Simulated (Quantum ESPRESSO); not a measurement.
The system is MoSe.

```
Mo Se
1.0
     3.50023    0.00000    0.00000
     0.00000    3.50023    0.00000
     0.00000    0.00000    3.50023
Mo Se
1 1
Cartesian
  0.0000 0.0000 0.0000
  1.7501 1.7501 1.7501
```

The cell was built by a generator and needn't be a form met in nature.

| Item | Value |
| --- | --- |
| Program | Quantum ESPRESSO 7.5 |
| Task | single point |
| Functional | PBE |
| Potentials or basis | SSSP 1.3 efficiency PBE |
| Cutoff | 816 eV |
| Density cutoff | 5987 eV |
| k mesh | 8 × 8 × 8 |
| Occupations | fermi-dirac, width 0.05 eV |
| Spin | no spin polarisation |

On this cell: pressure -26.2 GPa; largest force zero by symmetry; band gap on the k mesh none (metal or under the smearing width).

The same run follows on a disturbed copy (atoms moved at random, drawn with an rms of 0.05 Å):

```
Mo Se
1.0
     3.50023    0.00000    0.00000
     0.00000    3.50023    0.00000
     0.00000    0.00000    3.50023
Mo Se
1 1
Direct
  0.99814 0.00261 0.99735
  0.50269 0.50404 0.49293
```

What changes?

The energy (extrapolated to zero smearing) moves by -0.3 meV/atom; pressure -26.2 GPa; largest force 0.051 eV/Å; band gap on the k mesh none (metal or under the smearing width).

Forces on the atoms (eV/Å):
```
Mo  -0.036 -0.011  0.035
Se   0.036  0.011 -0.035
```

Caveats: so large a pressure means that the cell lies far from this level's equilibrium, or that cutoff or potentials fall short (some runs).
